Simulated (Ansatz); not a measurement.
A nudged elastic band was laid between two geometries of a periodic cell of 13 atoms, Mg12H (host Mg, host structure hcp, interstitial H).

Theory: DFT PBEsol, scalar-relativistic, plane waves, PAW (Ansatz 0.2.0). Settings: cutoff 420 eV, k mesh 4x3x4, gaussian smearing 0.1 eV, no spin polarisation.

```json
{
 "movable images": "3",
 "climbing image": "yes",
 "spring": "5.0 eV/Å²",
 "optimiser": "quadratic models (default)",
 "start path": "default",
 "force threshold": "0.4 eV/Å",
 "iteration limit": "50",
 "end points": "relaxed"
}
```

First end point:

```xyz
13
Lattice="6.4200 0.0000 0.0000 -4.8150 8.3398 0.0000 0.0000 0.0000 5.2130" Properties=species:S:1:pos:R:3
Mg -0.003 -0.008 0.010
Mg -0.012 1.852 2.622
Mg -1.610 2.782 0.007
Mg -1.616 4.628 2.599
Mg -3.219 5.562 0.001
Mg -3.213 7.430 2.597
Mg 3.210 -0.002 0.004
Mg 3.213 1.860 2.606
Mg 1.609 2.789 0.008
Mg 1.602 4.640 2.596
Mg -0.003 5.569 -0.015
Mg -0.003 7.424 2.596
H 3.192 3.737 3.914
```

Last end point:

```xyz
13
Lattice="6.4200 0.0000 0.0000 -4.8150 8.3398 0.0000 0.0000 0.0000 5.2130" Properties=species:S:1:pos:R:3
Mg -0.001 -0.005 -0.009
Mg 0.001 1.851 2.594
Mg -1.610 2.780 -0.010
Mg -1.611 4.626 2.617
Mg -3.214 5.557 -0.002
Mg -3.211 7.421 2.612
Mg 3.211 -0.006 -0.004
Mg 3.219 1.855 2.610
Mg 1.610 2.786 -0.011
Mg 1.610 4.636 2.616
Mg 0.007 5.565 0.011
Mg 0.000 7.419 2.614
H 3.265 3.742 6.496
```

What changes between the two ends?

The atom that moves furthest is H13, by 2.58 Å; four of its nearest neighbours are Mg5 2.24, Mg10 2.25, Mg9 2.26, Mg4 2.26 Å at the first end and Mg4 2.22, Mg5 2.22, Mg3 2.23, Mg10 2.31 Å at the last.

What energy profile does the band end with?

The forces met the threshold. The highest image is number 2 of 0 to 4, 0.186 eV above the ends, which have the same energy within 2 meV. The threshold of 0.4 eV/Å is loose, so the images may lie well off the minimum-energy path. The order of the point at the top wasn't checked. Limits of this set-up: coarse k mesh, odd electron count without spin, a small cell, in which the defect meets its images, a typed lattice constant that wasn't relaxed here.

| image | path coordinate (Å) | energy (eV) |
| --- | --- | --- |
| 0 | 0.00 | 0.000 |
| 1 | 0.63 | 0.087 |
| 2 | 1.26 | 0.186 |
| 3 | 1.88 | 0.087 |
| 4 | 2.50 | 0.001 |

What is the geometry of the highest image?


```xyz
13
Lattice="6.4200 0.0000 0.0000 -4.8150 8.3398 0.0000 0.0000 0.0000 5.2130" Properties=species:S:1:pos:R:3
Mg -0.011 -0.007 -0.001
Mg -0.005 1.839 2.605
Mg -1.554 2.745 -0.001
Mg -1.592 4.646 2.605
Mg -3.225 5.623 -0.001
Mg -3.215 7.420 2.605
Mg 3.218 -0.001 -0.001
Mg 3.210 1.819 2.605
Mg 1.565 2.766 -0.002
Mg 1.582 4.653 2.605
Mg 0.007 5.579 -0.002
Mg -0.002 7.423 2.605
H 3.233 3.739 5.217
```

The band took 2 iterations and about 5 core-minutes.

Time of the run: 85 s on 4 threads of Intel(R) Xeon(R) Platinum 8488C (Sapphire Rapids), on a shared host, peak memory 1.8 GiB.
